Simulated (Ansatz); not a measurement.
Crystal: Ta3AsAu2O13.

```
CELL_PARAMETERS angstrom
6.43030 -1.94333 -0.00483
6.43030 1.94333 -0.00483
-2.54785 0.00000 10.68617
ATOMIC_POSITIONS crystal
Ta 0.42174 0.42174 0.35289
Ta 0.60514 0.60514 0.67616
Ta 0.33575 0.33575 0.98865
As 0.62199 0.62199 0.00347
Au 0.71608 0.71608 0.34780
Au 0.30523 0.30523 0.63263
O 0.69967 0.69967 0.15479
O 0.56266 0.56266 0.34673
O 0.27377 0.27377 0.44492
O 0.32994 0.32994 0.81777
O 0.48263 0.48263 0.55126
O 0.75351 0.75351 0.62745
O 0.36278 0.36278 0.18289
O 0.87969 0.87969 0.36594
O 0.57427 0.57427 0.83568
O 0.11671 0.11671 0.67068
O 0.49325 0.49325 0.03078
O 0.16601 0.16601 0.98717
O 0.79918 0.79918 0.98234
```

The cell was built by a generator and needn't be a form met in nature.

Base run:

- Program: Ansatz 0.2.0
- Functional: PBE
- Potentials or basis: JTH PAW
- Cutoff: 1380 eV
- Density cutoff: 5520 eV
- k mesh: 7 × 7 × 3
- Occupations: fermi-dirac, width 0.05 eV
- Spin: no spin polarisation

Its results: band gap on the k mesh none (metal or under the smearing width); pressure 0.9 GPa; largest force 0.235 eV/Å.

Question: After a change of settings the same cell gave: band gap on the k mesh none (metal or under the smearing width); pressure 0.1 GPa; largest force 0.019 eV/Å. Which change was it?
A. potentials or basis from JTH PAW to Ansatz PAW earlier set; cutoff from 1380 eV to 900 eV; density cutoff from 5520 eV to 3600 eV; valence electrons from 154 to 212
B. functional from PBE to revPBE; potentials or basis from JTH PAW to Ansatz PAW; cutoff from 1380 eV to 420 eV; density cutoff from 5520 eV to 1680 eV; valence electrons from 154 to 170
C. functional from PBE to RPBE; potentials or basis from JTH PAW to Ansatz PAW; cutoff from 1380 eV to 420 eV; density cutoff from 5520 eV to 1680 eV; valence electrons from 154 to 170
D. functional from PBE to PBEsol; potentials or basis from JTH PAW to Ansatz PAW; cutoff from 1380 eV to 420 eV; density cutoff from 5520 eV to 1680 eV; valence electrons from 154 to 170

Answer: A.

Not every run made on this cell is shown here.
